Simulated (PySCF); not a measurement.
# Ge2H6: the cost of one run

Programs: PySCF 2.14.0, with routines of our own; each step states its level. All values are computed. Atoms count from 0.

## 1. The system as given

8 atoms, charge 0, multiplicity 1; geometry from: GFN2-xTB.

## 2. Relaxing the molecule at PBE0-D3(BJ)/def2-SVP

The job: settings as JSON, then the geometry in Å.

```
{"job": {"xc": "PBE0", "basis": "def2-SVP", "d3": "d3bj", "grid": 1, "maxiter": 30, "shake": 0.01, "kind": "geom"}, "charge": 0, "multiplicity": 1}
Ge    -1.153810     0.090730    -0.017140
Ge     1.172210    -0.116610     0.012430
H     -1.861240    -0.805200    -1.007020
H     -1.596940     1.496540    -0.394790
H     -1.816880    -0.179600     1.291180
H      1.622380    -1.488560     0.379040
H      1.855570     0.799000     0.996740
H      1.833850     0.184570    -1.312900
```

Run with:

```console
> OMP_NUM_THREADS=1 python heavy_run.py task.json out
```

One launch serves the whole session: the jobs run in the order shown.

Q: Estimate the wall time and peak memory of this first job on 1 thread of Arm Neoverse V1, shared host.

About 13 s, with a peak of 0.39 GiB.
